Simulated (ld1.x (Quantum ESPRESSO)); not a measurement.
**Pseudopotential generation for indium: PAW, PBE**

Do these settings give a usable potential? It is generated, then checked for transferability, scattering, ghosts and hardness.

Program: ld1.x (Quantum ESPRESSO) 7.5. Reference atom: PBE, scalar-relativistic, spherical and spin-unpolarised. All values are calculated.

## 1. The design

The settings as typed:

```json
{
  "element": "indium (In, Z = 49)",
  "type": "PAW",
  "frozen core": "[Ar] 3d10",
  "valence charge": "21",
  "reference configuration": "4s2 4p6 4d10 5s2 5p1",
  "partial waves": "4s (bound): rcut 1.20, rcutus 1.25 bohr; 5s (bound): rcut 1.20, rcutus 1.25 bohr; 4p (bound): rcut 1.64, rcutus 1.74 bohr; 5p (bound): rcut 1.64, rcutus 1.74 bohr; 4d (bound): rcut 1.25, rcutus 1.70 bohr; 4d channel at -0.75 Ry: rcut 1.25, rcutus 1.70 bohr",
  "local potential": "all-electron potential smoothed inside 1.20 bohr (lloc = -1)",
  "core correction": "Bessel-smoothed model core inside 0.80 bohr",
  "augmentation charge": "BESSEL, radius 0.95 bohr"
}
```

The outer shells as boxes (Hund's rule for the drawing; the calculation is spin-unpolarised):

```
[Ar] core
3d [↑↓][↑↓][↑↓][↑↓][↑↓]
4s [↑↓]
4p [↑↓][↑↓][↑↓]
4d [↑↓][↑↓][↑↓][↑↓][↑↓]
5s [↑↓]
5p [↑ ][  ][  ]
```

## 2. The generation run

In.in reads:

```
 &input
   title='In', zed=49., rel=1, dft='PBE', iswitch=3,
   config='[Kr] 4d10 5s2 5p1',
   nld=3, rlderiv=1.90, eminld=-11.0, emaxld=5.0, deld=0.04
 /
 &inputp
   pseudotype=3, lpaw=.true., tm=.true., lloc=-1, rcloc=1.20,
   nlcc=.true., new_core_ps=.true., rcore=0.80,
   which_augfun='BESSEL', rmatch_augfun=0.95,
   file_pseudopw='In.UPF', file_wfcaegen='ae.wfc', file_wfcncgen='nc.wfc', file_beta='beta', file_chi='chi', file_wfcusgen='us.wfc'
 /
6
4S  1  0   2.00   0.00  1.20  1.25  0.0
5S  2  0   2.00   0.00  1.20  1.25  0.0
4P  2  1   6.00   0.00  1.64  1.74  0.0
5P  3  1   1.00   0.00  1.64  1.74  0.0
4D  3  2  10.00   0.00  1.25  1.70  0.0
4D  3  2   0.00  -0.75  1.25  1.70  0.0
 &test
   configts(1)='4s2 4p6 4d10 5s2 5p1'
 /
```

The run is started by

```bash
ld1.x < In.in > In.out
```

What the program wrote to In.out (without the banner and most projector matrices):

```text
     Program LD1 v.7.5
     --------------------------- All-electron run ----------------------------

     In
     scalar relativistic calculation

     atomic number is 49.00
     dft =PBE   lsd =0 sic =0 latt =0  beta=0.20 tr2=1.0E-14
     Exchange-correlation= PBE
                           (   1   4   3   4   0   0   0)
     mesh =1241 r(mesh) = 100.30140 a.u. xmin = -7.00 dx = 0.01250
     1 Ry =  13.60569312 eV, c = 137.03599908

     n l     nl                  e(Ry)          e(Ha)          e(eV)
     1 0     1S 1( 2.00)     -2039.9100     -1019.9550    -27754.3892
     2 0     2S 1( 2.00)      -305.4337      -152.7169     -4155.6374
     2 1     2P 1( 6.00)      -274.1375      -137.0687     -3729.8300
     3 0     3S 1( 2.00)       -57.9587       -28.9793      -788.5681
     3 1     3P 1( 6.00)       -47.7106       -23.8553      -649.1352
     4 0     4S 1( 2.00)        -8.7948        -4.3974      -119.6592
     4 1     4P 1( 6.00)        -5.7424        -2.8712       -78.1300
     3 2     3D 1(10.00)       -31.8038       -15.9019      -432.7123
     4 2     4D 1(10.00)        -1.3688        -0.6844       -18.6233
     5 0     5S 1( 2.00)        -0.6035        -0.3017        -8.2110
     5 1     5P 1( 1.00)        -0.1851        -0.0926        -2.5185

     final scf error:  6.5E-15 reached in  26 iterations

     Etot =  -11763.278081 Ry,   -5881.639040 Ha, -160047.551690 eV

     Ekin =   12261.098761 Ry,    6130.549381 Ha,  166820.747093 eV
     Encl =  -28443.021702 Ry,  -14221.510851 Ha, -386987.024767 eV
     Eh   =    4737.642377 Ry,    2368.821188 Ha,   64458.908302 eV
     Exc  =    -318.997517 Ry,    -159.498758 Ha,   -4340.182318 eV

     normalization and overlap integrals

     s(1S/1S) =  1.000000  <r> =   0.0297  <r2> =    0.0012  r(max) =   0.0192
     s(2S/2S) =  1.000000  <r> =   0.1285  <r2> =    0.0195  r(max) =   0.1090
     s(2P/2P) =  1.000000  <r> =   0.1122  <r2> =    0.0154  r(max) =   0.0870
     s(3S/3S) =  1.000000  <r> =   0.3486  <r2> =    0.1390  r(max) =   0.3153
     s(3P/3P) =  1.000000  <r> =   0.3471  <r2> =    0.1399  r(max) =   0.3075
     s(4S/4S) =  1.000000  <r> =   0.8480  <r2> =    0.8143  r(max) =   0.7658
     s(4P/4P) =  1.000000  <r> =   0.9218  <r2> =    0.9725  r(max) =   0.8152
     s(3D/3D) =  1.000000  <r> =   0.3243  <r2> =    0.1250  r(max) =   0.2581
     s(4D/4D) =  1.000000  <r> =   1.1828  <r2> =    1.6828  r(max) =   0.9354
     s(5S/5S) =  1.000000  <r> =   2.6097  <r2> =    7.8334  r(max) =   2.1612
     s(5P/5P) =  1.000000  <r> =   3.7447  <r2> =   16.6771  r(max) =   2.8453

     ------------------------ End of All-electron run ------------------------

     --------------------- Generating PAW atomic setup --------------------

      Generating local potential from pseudized AE potential:
      Matching radius rcloc =   1.2000

      Local pseudo, rcloc= 1.201 Estimated cut-off energy=    17.45 Ry

      Computing core charge for nlcc:

       r > 0.81 : true rho core
      Core charge pseudized with two Bessel functions
      Integrated core pseudo-charge :   4.70
      Wfc-us  4S rcutus= 1.263  Estimated cut-off energy=    33.88 Ry
      Wfc-us  5S rcutus= 1.263  Estimated cut-off energy=    66.58 Ry
      Wfc-us  4P rcutus= 1.747  Estimated cut-off energy=    28.90 Ry
      Wfc-us  5P rcutus= 1.747  Estimated cut-off energy=    54.16 Ry
      Wfc-us  4D rcutus= 1.704  Estimated cut-off energy=    40.79 Ry
      Wfc-us  4D rcutus= 1.704  Estimated cut-off energy=    46.91 Ry

     Required augmentation: BESSEL   radius:    0.950000
     Suggested rho cutoff for augmentation: 107.95 Ry

     Estimated PAW energy = -658.185449 Ryd

     The PAW screened D coefficients
    21.98598     7.91249     0.00000     0.00000     0.00000     0.00000
     7.91249     2.81753     0.00000     0.00000     0.00000     0.00000
     0.00000     0.00000    -1.95127     2.55108     0.00000     0.00000
     0.00000     0.00000     2.55108     1.96448     0.00000     0.00000
     0.00000     0.00000     0.00000     0.00000    -0.78007    -0.39098
     0.00000     0.00000     0.00000     0.00000    -0.39098    -0.19104

     The PAW descreened D coefficients (US)
     2.81759     0.58567     0.00000     0.00000     0.00000     0.00000
     0.58567    -0.03443     0.00000     0.00000     0.00000     0.00000
     0.00000     0.00000    14.21607    -3.72282     0.00000     0.00000
     0.00000     0.00000    -3.72282    -5.82062     0.00000     0.00000
     0.00000     0.00000     0.00000     0.00000    10.59332     6.24274
     0.00000     0.00000     0.00000     0.00000     6.24274     3.67974

     ------------------- End of pseudopotential generation -------------------

     [... the all-electron block is printed once more ...]


     Computing logarithmic derivative in   1.89544
     Computing logarithmic derivative in   1.89544
     Computing the partial wave expansion
     R is outside the sphere for l=    0 j= 0.00
     R is outside the sphere for l=    0 j= 0.00
     R is outside the sphere for l=    1 j= 0.00
     R is outside the sphere for l=    1 j= 0.00
     R is outside the sphere for l=    2 j= 0.00
     R is outside the sphere for l=    2 j= 0.00

     ---------------------- Testing the pseudopotential ----------------------

     In
     scalar relativistic calculation

     atomic number is 49.00   valence charge is 21.00
     dft = SLA  PW   PBX  PBC   lsd =0 sic =0 latt =0  beta=0.20 tr2=1.0E-14
     mesh =1241 r(mesh) = 100.30140 xmin = -7.00 dx = 0.01250

     n l     nl             e AE (Ry)        e PS (Ry)    De AE-PS (Ry)
     1 0     4S   1( 2.00)       -8.79479       -8.79476       -0.00003
     2 1     4P   1( 6.00)       -5.74245       -5.74240       -0.00005
     3 2     4D   1(10.00)       -1.36879       -1.36875       -0.00004
     2 0     5S   1( 2.00)       -0.60349       -0.60348       -0.00001
     3 1     5P   1( 1.00)       -0.18511       -0.18510       -0.00001

     eps = 5.5E-15  iter =  9

     Etot =  -11763.278081 Ry,   -5881.639040 Ha, -160047.551690 eV
     Etotps =  -658.185311 Ry,    -329.092655 Ha,   -8955.067353 eV

     Ekin =     500.021769 Ry,     250.010884 Ha,    6803.142738 eV
     Encl =   -1163.512164 Ry,    -581.756082 Ha,  -15830.389451 eV
     Ehrt =     324.302633 Ry,     162.151317 Ha,    4412.362105 eV
     Ecxc =    -318.997548 Ry,    -159.498774 Ha,   -4340.182746 eV
     (Ecc =     -12.731208 Ry,      -6.365604 Ha,    -173.216908 eV)

     ---------------------- End of pseudopotential test ----------------------
```

Wall time 2.3 s (1 thread of Neoverse-V1, shared host). This counts the later configuration tests of the new file too.

All-electron and pseudo partial waves u(r) = r·R(r), from the program's wave files:

| r (bohr) | 4s AE | 4s PS |
| --- | --- | --- |
| 0.087 | 0.4690 | 0.3677 |
| 0.174 | -0.2628 | 0.7125 |
| 0.261 | -0.7145 | 1.0139 |
| 0.348 | -0.4314 | 1.2554 |
| 0.435 | 0.1460 | 1.4265 |
| 0.522 | 0.6823 | 1.5227 |
| 0.609 | 1.0482 | 1.5466 |
| 0.696 | 1.2331 | 1.5063 |
| 0.783 | 1.2740 | 1.4144 |
| 0.870 | 1.2184 | 1.2862 |
| 0.957 | 1.1079 | 1.1378 |
| 1.044 | 0.9729 | 0.9838 |
| 1.131 | 0.8331 | 0.8356 |
| 1.218 | 0.7002 | 0.7003 |
| 1.305 | 0.5803 | 0.5803 |
| 1.392 | 0.4756 | 0.4756 |
| 1.479 | 0.3865 | 0.3865 |
| 1.566 | 0.3119 | 0.3119 |
| 1.653 | 0.2504 | 0.2504 |
| 1.740 | 0.2000 | 0.2000 |
| 1.827 | 0.1592 | 0.1592 |
| 1.914 | 0.1263 | 0.1263 |
| 2.001 | 0.0999 | 0.0999 |
| 2.088 | 0.0789 | 0.0789 |
| 2.175 | 0.0622 | 0.0622 |
| 2.262 | 0.0489 | 0.0489 |

## 3. Testing the new file in other configurations

In.test.in reads:

```
 &input
   title='In', zed=49., rel=1, dft='PBE', iswitch=2,
   config='[Kr] 4d10 5s2 5p1'
 /
 &test
   file_pseudo='In.UPF', nconf=8,
   configts(1)='4s2 4p6 4d10 5s2 5p1',
   configts(2)='4s2 4p6 4d10 5s2 5p0',
   configts(3)='4s2 4p6 4d10 5s1 5p0',
   configts(4)='4s2 4p6 4d10 5s0 5p0',
   configts(5)='4s2 4p6 4d9 5s0 5p0',
   configts(6)='4s2 4p6 4d10 5s0 5p3',
   configts(7)='4s2 4p6 4d10 5s1 5p2',
   configts(8)='4s2 4p6 4d10 5s1 5p1'
 /
```

The run is started by

```bash
ld1.x < In.test.in > In.test.out
```

In.test.out, the pseudopotential blocks:

```text
     ---------------------- Testing the pseudopotential ----------------------

     In
     scalar relativistic calculation

     atomic number is 49.00   valence charge is 21.00
     dft =SLA  PW   PBX  PBC   lsd =0 sic =0 latt =0  beta=0.20 tr2=1.0E-14
     mesh =1241 r(mesh) = 100.30140 xmin = -7.00 dx = 0.01250

     n l     nl             e AE (Ry)        e PS (Ry)    De AE-PS (Ry)
     1 0     4S   1( 2.00)       -8.79479       -8.79476       -0.00003
     2 1     4P   1( 6.00)       -5.74245       -5.74240       -0.00005
     3 2     4D   1(10.00)       -1.36879       -1.36875       -0.00004
     2 0     5S   1( 2.00)       -0.60349       -0.60348       -0.00001
     3 1     5P   1( 1.00)       -0.18511       -0.18510       -0.00001

     eps = 5.5E-15  iter =  9

     Etot =  -11763.278081 Ry,   -5881.639040 Ha, -160047.551690 eV
     Etotps =  -658.185311 Ry,    -329.092655 Ha,   -8955.067353 eV

     Ekin =     500.021769 Ry,     250.010884 Ha,    6803.142738 eV
     Encl =   -1163.512164 Ry,    -581.756082 Ha,  -15830.389451 eV
     Ehrt =     324.302633 Ry,     162.151317 Ha,    4412.362105 eV
     Ecxc =    -318.997548 Ry,    -159.498774 Ha,   -4340.182746 eV
     (Ecc =     -12.731208 Ry,      -6.365604 Ha,    -173.216908 eV)

     ---------------------- End of pseudopotential test ----------------------

     ---------------------- Testing the pseudopotential ----------------------

     In
     [...]
     n l     nl             e AE (Ry)        e PS (Ry)    De AE-PS (Ry)
     1 0     4S   1( 2.00)       -9.34337       -9.34427        0.00090
     2 1     4P   1( 6.00)       -6.29136       -6.29314        0.00178
     3 2     4D   1(10.00)       -1.91631       -1.91723        0.00092
     2 0     5S   1( 2.00)       -1.09694       -1.09703        0.00008
     3 1     5P   1( 0.00)       -0.61969       -0.61861       -0.00108

     eps = 5.4E-15  iter = 17

     Etot =  -11762.883901 Ry,   -5881.441951 Ha, -160042.188603 eV
     Etotps =  -657.791418 Ry,    -328.895709 Ha,   -8949.708173 eV
     dEtot_ae =       0.394180 Ry
     dEtot_ps =       0.393892 Ry,   Delta E=       0.000287 Ry

     [...]
     ---------------------- End of pseudopotential test ----------------------

     ---------------------- Testing the pseudopotential ----------------------

     In
     [...]
     n l     nl             e AE (Ry)        e PS (Ry)    De AE-PS (Ry)
     1 0     4S   1( 2.00)      -10.12208      -10.12277        0.00069
     2 1     4P   1( 6.00)       -7.06995       -7.07146        0.00151
     3 2     4D   1(10.00)       -2.68486       -2.68567        0.00081
     2 0     5S   1( 1.00)       -1.73982       -1.73983        0.00001
     3 1     5P   1( 0.00)       -1.19185       -1.19104       -0.00081

     eps = 1.2E-15  iter = 15

     Etot =  -11761.470178 Ry,   -5880.735089 Ha, -160022.953921 eV
     Etotps =  -656.377387 Ry,    -328.188693 Ha,   -8930.469297 eV
     dEtot_ae =       1.807903 Ry
     dEtot_ps =       1.807924 Ry,   Delta E=      -0.000021 Ry

     [...]
     ---------------------- End of pseudopotential test ----------------------

     ---------------------- Testing the pseudopotential ----------------------

     In
     [...]
     n l     nl             e AE (Ry)        e PS (Ry)    De AE-PS (Ry)
     1 0     4S   1( 2.00)      -10.97255      -10.97266        0.00011
     2 1     4P   1( 6.00)       -7.91933       -7.92044        0.00111
     3 2     4D   1(10.00)       -3.51966       -3.52031        0.00066
     2 0     5S   1( 0.00)       -2.43012       -2.43008       -0.00005
     3 1     5P   1( 0.00)       -1.81351       -1.81371        0.00020

     eps = 6.9E-15  iter = 14

     Etot =  -11759.388675 Ry,   -5879.694338 Ha, -159994.633626 eV
     Etotps =  -654.295538 Ry,    -327.147769 Ha,   -8902.144299 eV
     dEtot_ae =       3.889406 Ry
     dEtot_ps =       3.889773 Ry,   Delta E=      -0.000367 Ry

     [...]
     ---------------------- End of pseudopotential test ----------------------

     ---------------------- Testing the pseudopotential ----------------------

     In
     [...]
     n l     nl             e AE (Ry)        e PS (Ry)    De AE-PS (Ry)
     1 0     4S   1( 2.00)      -12.33645      -12.31331       -0.02315  !
     2 1     4P   1( 6.00)       -9.26101       -9.24331       -0.01769  !
     3 2     4D   1( 9.00)       -4.78572       -4.77436       -0.01136  !
     2 0     5S   1( 0.00)       -3.32822       -3.32894        0.00072
     3 1     5P   1( 0.00)       -2.61880       -2.62780        0.00900  !

     eps = 4.3E-15  iter = 13

     Etot =  -11755.244168 Ry,   -5877.622084 Ha, -159938.244736 eV
     Etotps =  -650.155088 Ry,    -325.077544 Ha,   -8845.810613 eV
     dEtot_ae =       8.033913 Ry
     dEtot_ps =       8.030222 Ry,   Delta E=       0.003691 Ry

     [...]
     ---------------------- End of pseudopotential test ----------------------

     ---------------------- Testing the pseudopotential ----------------------

     In
     [...]
     n l     nl             e AE (Ry)        e PS (Ry)    De AE-PS (Ry)
     1 0     4S   1( 2.00)       -9.03134       -9.02760       -0.00374
     2 1     4P   1( 6.00)       -5.97880       -5.97187       -0.00693  !
     3 2     4D   1(10.00)       -1.59542       -1.59005       -0.00537  !
     2 0     5S   1( 0.00)       -0.73951       -0.73753       -0.00197
     3 1     5P   1( 3.00)       -0.28182       -0.28218        0.00037

     eps = 5.2E-15  iter = 18

     Etot =  -11762.399986 Ry,   -5881.199993 Ha, -160035.604596 eV
     Etotps =  -657.309698 Ry,    -328.654849 Ha,   -8943.154040 eV
     dEtot_ae =       0.878095 Ry
     dEtot_ps =       0.875612 Ry,   Delta E=       0.002483 Ry

     [...]
     ---------------------- End of pseudopotential test ----------------------

     ---------------------- Testing the pseudopotential ----------------------

     In
     [...]
     n l     nl             e AE (Ry)        e PS (Ry)    De AE-PS (Ry)
     1 0     4S   1( 2.00)       -8.91845       -8.91631       -0.00214
     2 1     4P   1( 6.00)       -5.86606       -5.86251       -0.00356
     3 2     4D   1(10.00)       -1.48767       -1.48506       -0.00260
     2 0     5S   1( 1.00)       -0.67620       -0.67519       -0.00101
     3 1     5P   1( 2.00)       -0.23658       -0.23691        0.00033

     eps = 7.7E-15  iter = 19

     Etot =  -11762.848787 Ry,   -5881.424393 Ha, -160041.710847 eV
     Etotps =  -657.756631 Ry,    -328.878315 Ha,   -8949.234870 eV
     dEtot_ae =       0.429294 Ry
     dEtot_ps =       0.428680 Ry,   Delta E=       0.000614 Ry

     [...]
     ---------------------- End of pseudopotential test ----------------------

     ---------------------- Testing the pseudopotential ----------------------

     In
     [...]
     n l     nl             e AE (Ry)        e PS (Ry)    De AE-PS (Ry)
     1 0     4S   1( 2.00)       -9.46374       -9.46266       -0.00108
     2 1     4P   1( 6.00)       -6.41155       -6.40984       -0.00172
     3 2     4D   1(10.00)       -2.03142       -2.03011       -0.00131
     2 0     5S   1( 1.00)       -1.16920       -1.16872       -0.00048
     3 1     5P   1( 1.00)       -0.67724       -0.67760        0.00036

     eps = 5.0E-15  iter = 15

     Etot =  -11762.399329 Ry,   -5881.199664 Ha, -160035.595654 eV
     Etotps =  -657.306655 Ry,    -328.653327 Ha,   -8943.112633 eV
     dEtot_ae =       0.878752 Ry
     dEtot_ps =       0.878656 Ry,   Delta E=       0.000097 Ry

     [...]
     ---------------------- End of pseudopotential test ----------------------
```

Energies count from the reference configuration 4s2 4p6 4d10 5s2 5p1; the error is all-electron less pseudo.

```csv
valence configuration,charge,ΔE all-electron (eV),error AE − PS (meV)
4s2 4p6 4d10 5s2 5p0,+1,5.363,+3.9
4s2 4p6 4d10 5s1 5p0,+2,24.598,-0.3
4s2 4p6 4d10 5s0 5p0,+3,52.918,-5.0
4s2 4p6 4d9 5s0 5p0,+4,109.307,+50
4s2 4p6 4d10 5s0 5p3,0,11.947,+34
4s2 4p6 4d10 5s1 5p2,0,5.841,+8.4
4s2 4p6 4d10 5s1 5p1,+1,11.956,+1.3
```

## 4. Logarithmic derivatives

Taken from the files of the generation run. The phase is arctan(r·u′/u) with u = r·R, unwrapped, with energies in Ry. A pole is an energy at which the radial function vanishes at the test radius. The pseudo phase is shifted by a multiple of π to meet the all-electron one at the reference energy. Levels narrower than the energy grid can be missing from the poles. Left out: p, where the overlap operator is not positive , so their phases aren't trusted. The last column is the largest difference on the grid between −1 and +1 Ry.

```tsv
channel	radius (bohr)	reference (Ry)	poles AE	poles PS	window around the reference with phases within 0.05 rad (Ry)	largest difference near zero (rad)
s	1.90	-0.60	-8.69	-8.69	the whole range	0.005
d	1.90	-1.37	-0.67	-0.67	the whole range	0.000
```

Phases (rad) along the scan:

| E (Ry) | s AE | s PS | d AE | d PS |
| --- | --- | --- | --- | --- |
| -11.00 | 1.382 | 1.382 | 1.408 | 1.408 |
| -10.52 | 1.372 | 1.372 | 1.404 | 1.405 |
| -10.04 | 1.357 | 1.357 | 1.400 | 1.400 |
| -9.56 | 1.328 | 1.328 | 1.396 | 1.396 |
| -9.08 | 1.183 | 1.182 | 1.391 | 1.391 |
| -8.60 | -1.636 | -1.636 | 1.385 | 1.385 |
| -8.12 | -1.726 | -1.726 | 1.379 | 1.379 |
| -7.64 | -1.753 | -1.753 | 1.372 | 1.372 |
| -7.16 | -1.770 | -1.770 | 1.365 | 1.365 |
| -6.68 | -1.785 | -1.785 | 1.356 | 1.356 |
| -6.20 | -1.799 | -1.799 | 1.346 | 1.346 |
| -5.72 | -1.814 | -1.814 | 1.335 | 1.334 |
| -5.24 | -1.830 | -1.831 | 1.321 | 1.320 |
| -4.76 | -1.849 | -1.850 | 1.303 | 1.303 |
| -4.28 | -1.871 | -1.872 | 1.281 | 1.281 |
| -3.80 | -1.898 | -1.898 | 1.251 | 1.251 |
| -3.32 | -1.931 | -1.931 | 1.206 | 1.206 |
| -2.84 | -1.973 | -1.974 | 1.130 | 1.130 |
| -2.36 | -2.029 | -2.030 | 0.964 | 0.964 |
| -1.88 | -2.108 | -2.108 | 0.358 | 0.358 |
| -1.40 | -2.225 | -2.225 | -1.071 | -1.071 |
| -0.92 | -2.412 | -2.412 | -1.484 | -1.484 |
| -0.44 | -2.724 | -2.724 | -1.623 | -1.623 |
| 0.04 | -3.201 | -3.202 | -1.699 | -1.699 |
| 0.52 | -3.703 | -3.707 | -1.755 | -1.755 |
| 1.00 | -4.051 | -4.056 | -1.805 | -1.805 |
| 1.48 | -4.260 | -4.266 | -1.855 | -1.856 |
| 1.96 | -4.389 | -4.396 | -1.914 | -1.915 |
| 2.44 | -4.476 | -4.484 | -1.988 | -1.989 |
| 2.92 | -4.537 | -4.547 | -2.090 | -2.091 |
| 3.40 | -4.583 | -4.595 | -2.245 | -2.247 |
| 3.88 | -4.620 | -4.633 | -2.500 | -2.504 |
| 4.36 | -4.649 | -4.666 | -2.926 | -2.932 |
| 4.84 | -4.675 | -4.695 | -3.472 | -3.478 |

## 5. Cutoff and ghost test in a Bessel basis

A separate test, outside the generator: the pseudo-atom's Hamiltonian at the reference potential is diagonalised in spherical Bessel functions j_l(qr) that vanish at 20 bohr, with q² up to the cutoff.

No cutoffs are read. The overlap operator is not positive in p (lowest eigenvalue -0.362), so the test is not defined there. The ghost test is not conclusive.

## 6. Results

| quantity | value |
| --- | --- |
| cutoffs | not determined |
| bound ghosts | not determined |
| largest test error (AE − PS) | +50 meV, for 4s2 4p6 4d9 5s0 5p0 |
| largest phase difference near zero energy, channels read | 0.005 rad |
| lowest eigenvalue of the overlap (Bessel basis) | -0.362 (p) |

What this shows: The overlap operator is not positive definite in p, so a plane-wave run would break down once the basis is large enough. By total energies transferability is fair: the largest error is 50 meV on 109.3 eV, for 4s2 4p6 4d9 5s0 5p0. That test lies far up in energy; among those under 40 eV, nearer to bonding, the largest error is 34 meV. No cutoffs are read. Ghosts could not be judged. Near zero energy the phases of the channels with partial waves that could be evaluated agree within 0.005 rad. These are tests on the free atom; a crystal test is still owed.
